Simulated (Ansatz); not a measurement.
# CH₃ClSb radical: up Jacob's ladder to CCSD(T)

How much do the methods differ for CH₃ClSb radical? The plan is to run it at one geometry with functionals of several rungs and with coupled cluster. The yardstick is the atomisation energy at the CCSD(T) limit.

Method: functionals in def2-TZVPP, the program's frozen cores in correlated methods; program: Ansatz 0.2.0, Gaussian basis.

The runs, in order: LDA (SPW92), PBE-D4, revPBE-D4, BLYP-D4, r2SCAN-D4, B97M-V, PBE0-D4, B3LYP-D4, r2SCANh-D4, r2SCAN0-D4, HSE06-D4, BHLYP-D4, CAM-B3LYP-D4, LC-ωPBE, ωB97X-V, ωB97M-V, B2PLYP, PBE-QIDH; CCSD(T)/def2-SVP; CCSD(T)/def2-TZVPP; MP2/def2-QZVPP; extrapolation to the limit; RPA on PBE.

**1. The geometry**

All runs share one geometry, relaxed beforehand with PBE0-D4 in a triple-zeta def2 set. Sb takes the def2 core potential; no spin-orbit term is included.

SMILES `[CH3][Sb][Cl]`, 6 atoms, charge 0, spin multiplicity 2.

Atoms are counted from 1 here; the program's logs count them from 0.

Bond lengths: C1–Sb2 2.149 Å, C1–H4 1.090 Å, C1–H5 1.090 Å, C1–H6 1.092 Å, Sb2–Cl3 2.356 Å. Angles: Sb2–C1–H4 109.5°, Sb2–C1–H5 109.5°, Sb2–C1–H6 109.1°, H4–C1–H5 109.5°, H4–C1–H6 109.7°, H5–C1–H6 109.7°, C1–Sb2–Cl3 94.3°.

**2. LDA**

This LDA is Slater exchange with PW92 correlation.

in.yaml

```yaml
crystal:
  periodic: [false, false, false]
  atoms:
    - {symbol: C, position_ang: [-0.321034, 0.513368, -0.307975]}
    - {symbol: Sb, position_ang: [-0.064714, -0.602457, 1.510919]}
    - {symbol: Cl, position_ang: [1.522968, -2.079562, 0.589589]}
    - {symbol: H, position_ang: [-0.670655, -0.153183, -1.096556]}
    - {symbol: H, position_ang: [0.631663, 0.954874, -0.600983]}
    - {symbol: H, position_ang: [-1.056230, 1.302959, -0.141194]}
basis:
  gaussian: {orbitals: def2-TZVPP}
magnetization: {spin_polarized: true, initial_magnetization: 1}
hamiltonian: {xc: lda}
output: {orbitals: {seedname: orbitals}}
```

Further steps of the session: PBE-D4 (GGA); revPBE-D4 (GGA); BLYP-D4 (GGA); r2SCAN-D4 (meta-GGA); B97M-V (meta-GGA); PBE0-D4 (hybrid); B3LYP-D4 (hybrid); r2SCANh-D4 (hybrid); r2SCAN0-D4 (hybrid); HSE06-D4 (hybrid); BHLYP-D4 (hybrid); CAM-B3LYP-D4 (range-separated); LC-ωPBE-D4 (range-separated); ωB97X-V (range-separated); ωB97M-V (range-separated); B2PLYP (double hybrid); PBE-QIDH (double hybrid); CCSD(T) in def2-SVP; CCSD(T) in def2-TZVPP; MP2 in def2-QZVPP; RPA on PBE orbitals.

Before running them: what should the planned runs give, taken together? Wanted: atomisation energy, CCSD(T)/CBS; farthest beyond LDA; mean size of error, GGA; mean size of error, meta-GGA; mean size of error, hybrid; mean size of error, range-separated; mean size of error, double hybrid; gap, smallest and largest; T1 diagnostic.

The runs gave:

| quantity | value |
| --- | --- |
| atomisation energy, CCSD(T)/CBS | 439.1 kcal/mol |
| functionals within 4.4 kcal/mol (1.0 %) | revPBE-D4, BLYP-D4, r2SCAN-D4, PBE0-D4, B3LYP-D4, r2SCANh-D4, HSE06-D4, CAM-B3LYP-D4, ωB97X-V, ωB97M-V |
| farthest beyond LDA | BHLYP-D4 (-11.1 kcal/mol) |
| mean size of error, GGA | 4.5 kcal/mol |
| mean size of error, meta-GGA | 3.6 kcal/mol |
| mean size of error, hybrid | 3.9 kcal/mol |
| mean size of error, range-separated | 3.1 kcal/mol |
| mean size of error, double hybrid | 6.2 kcal/mol |
| gap, smallest and largest | 0.82 eV (LDA (SPW92)), 7.87 eV (LC-ωPBE) |
| T1 diagnostic | 0.0133 |
| triples share of the correlation energy | 3.5 % |

In words: LDA overbinds by 65.6 kcal/mol (15 %). PBE-D4 is off by +10.0 kcal/mol. Double hybrids carry the basis error of their MP2 part in triple zeta, and no dispersion term here, so their miss is partly the set-up's. The rungs range-separated, meta-GGA, hybrid miss on average by less than the doubt on the reference (4.4 kcal/mol), so they tie. Misses under about 4.4 kcal/mol are within the doubt on the reference itself, which lacks core-valence correlation, spin-orbit coupling and higher excitations, and its outer-core shells are covered unevenly. All levels share the lack of spin-orbit coupling, which lowers the free heavy atoms and so the true binding. Hartree-Fock recovers 71 % of the binding; the rest is correlation. CCSD(T) in def2-SVP is off by -40.0 kcal/mol, more than most functionals: a good method in a small basis is no reference. The gap grows from 0.8 to 7.9 eV across the functionals, mostly with the share of exact exchange. Correlated methods include outer-core shells of Sb, which these sets cover unevenly.
